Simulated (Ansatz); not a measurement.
# CH₇GaOSi: one species, many methods

How much do the methods differ for CH₇GaOSi? The plan is to run it at one geometry with functionals of several rungs and with coupled cluster. The yardstick is the atomisation energy at the CCSD(T) limit.

Method: functionals in def2-TZVPP, the program's frozen cores in correlated methods; program: Ansatz 0.2.0, Gaussian basis.

Plan: LDA (SPW92), PBE-D4, revPBE-D4, BLYP-D4, r2SCAN-D4, B97M-V, PBE0-D4, B3LYP-D4, r2SCANh-D4, r2SCAN0-D4, HSE06-D4, BHLYP-D4, CAM-B3LYP-D4, LC-ωPBE, ωB97X-V, ωB97M-V, B2PLYP, PBE-QIDH; CCSD(T)/def2-SVP; CCSD(T)/def2-TZVPP; MP2/def2-QZVPP; extrapolation to the limit; RPA on PBE.

1 further run of the same task is left out (it didn't finish).

## (1) The relaxed structure

An earlier PBE0-D4 in a triple-zeta def2 set relaxation fixed the geometry.

SMILES `C[SiH](O)[GaH2]`, 11 atoms, charge 0, spin multiplicity 1.

Atoms are counted from 1 here; the program's logs count them from 0.

Bond lengths: C1–Si2 1.872 Å, C1–H5 1.094 Å, C1–H6 1.094 Å, C1–H7 1.092 Å, Si2–O3 1.664 Å, Si2–Ga4 2.424 Å, Si2–H8 1.498 Å, O3–H9 0.959 Å, Ga4–H10 1.578 Å, Ga4–H11 1.575 Å. Angles: Si2–C1–H5 110.2°, Si2–C1–H6 111.3°, Si2–C1–H7 111.3°, H5–C1–H6 107.5°, H5–C1–H7 108.0°, H6–C1–H7 108.4°, C1–Si2–O3 111.6°, C1–Si2–Ga4 114.1°, C1–Si2–H8 106.9°, O3–Si2–Ga4 102.4°, O3–Si2–H8 109.4°, Ga4–Si2–H8 112.4°, Si2–O3–H9 117.6°, Si2–Ga4–H10 121.2°, Si2–Ga4–H11 122.1°, H10–Ga4–H11 116.7°.

## (2) LDA

This LDA is Slater exchange with PW92 correlation.

in.yaml reads:

```yaml
crystal:
  periodic: [false, false, false]
  atoms:
    - {symbol: C, position_ang: [-0.839901, 1.394714, -0.046954]}
    - {symbol: Si, position_ang: [-0.259911, -0.326334, 0.405970]}
    - {symbol: O, position_ang: [0.735318, -0.306448, 1.739838]}
    - {symbol: Ga, position_ang: [1.140953, -1.372262, -1.273061]}
    - {symbol: H, position_ang: [-1.492847, 1.354094, -0.924313]}
    - {symbol: H, position_ang: [-1.410576, 1.849554, 0.768042]}
    - {symbol: H, position_ang: [0.003264, 2.047730, -0.283174]}
    - {symbol: H, position_ang: [-1.485669, -1.131652, 0.710290]}
    - {symbol: H, position_ang: [0.345026, -0.063508, 2.581051]}
    - {symbol: H, position_ang: [2.073051, -0.510937, -2.210533]}
    - {symbol: H, position_ang: [1.191291, -2.934940, -1.467155]}
basis:
  gaussian: {orbitals: def2-TZVPP}
hamiltonian: {xc: lda}
output: {orbitals: {seedname: orbitals}}
```

Run with:

```console
$ ansatz run in.yaml --threads 2 --pin off --events-out ev --progress --plain --max-ram 4352MiB
```

The runs that follow: PBE-D4 (GGA); revPBE-D4 (GGA); BLYP-D4 (GGA); r2SCAN-D4 (meta-GGA); B97M-V (meta-GGA); PBE0-D4 (hybrid); B3LYP-D4 (hybrid); r2SCANh-D4 (hybrid); r2SCAN0-D4 (hybrid); HSE06-D4 (hybrid); BHLYP-D4 (hybrid); CAM-B3LYP-D4 (range-separated); LC-ωPBE (range-separated); ωB97X-V (range-separated); ωB97M-V (range-separated); B2PLYP (double hybrid); PBE-QIDH (double hybrid); CCSD(T) in def2-SVP; CCSD(T) in def2-TZVPP; MP2 in def2-QZVPP; RPA on PBE orbitals.

**Question.** What will the summary of the whole plan be? Wanted: atomisation energy, CCSD(T)/CBS; farthest beyond LDA; mean size of error, GGA; mean size of error, meta-GGA; mean size of error, hybrid; mean size of error, range-separated; mean size of error, double hybrid; gap, smallest and largest; T1 diagnostic.

The runs gave:

| quantity | value |
| --- | --- |
| atomisation energy, CCSD(T)/CBS | 3583.1 kJ/mol |
| functionals within 35.8 kJ/mol (1.0 %) | PBE-D4, r2SCAN-D4, B97M-V, B3LYP-D4, r2SCANh-D4, CAM-B3LYP-D4, LC-ωPBE, ωB97X-V, ωB97M-V |
| farthest beyond LDA | BHLYP-D4 (-97.4 kJ/mol) |
| mean size of error, GGA | 51.3 kJ/mol |
| mean size of error, meta-GGA | 6.3 kJ/mol |
| mean size of error, hybrid | 47.8 kJ/mol |
| mean size of error, range-separated | 13.2 kJ/mol |
| mean size of error, double hybrid | 53.6 kJ/mol |
| gap, smallest and largest | 3.11 eV (LDA (SPW92)), 9.87 eV (LC-ωPBE) |
| T1 diagnostic | 0.0121 |
| triples share of the correlation energy | 3.5 % |

In words: LDA overbinds by 430.9 kJ/mol (12 %). PBE-D4 is off by -11.2 kJ/mol. Double hybrids carry the basis error of their MP2 part in triple zeta, and no dispersion term here, so their miss is partly the set-up's. The rungs meta-GGA, range-separated miss on average by less than the doubt on the reference (35.8 kJ/mol), so they tie. The reference freezes the cores and leaves out relativity and excitations past (T), and its outer-core shells are covered unevenly, so misses under about 35.8 kJ/mol can't be ranked. Hartree-Fock recovers 74 % of the binding; the rest is correlation. CCSD(T) in def2-SVP is off by -240.5 kJ/mol, so the small basis spoils what the method gains. The gap grows from 3.1 to 9.9 eV across the functionals, mostly with the share of exact exchange. Correlated methods include outer-core shells of Ga, which these sets cover unevenly.
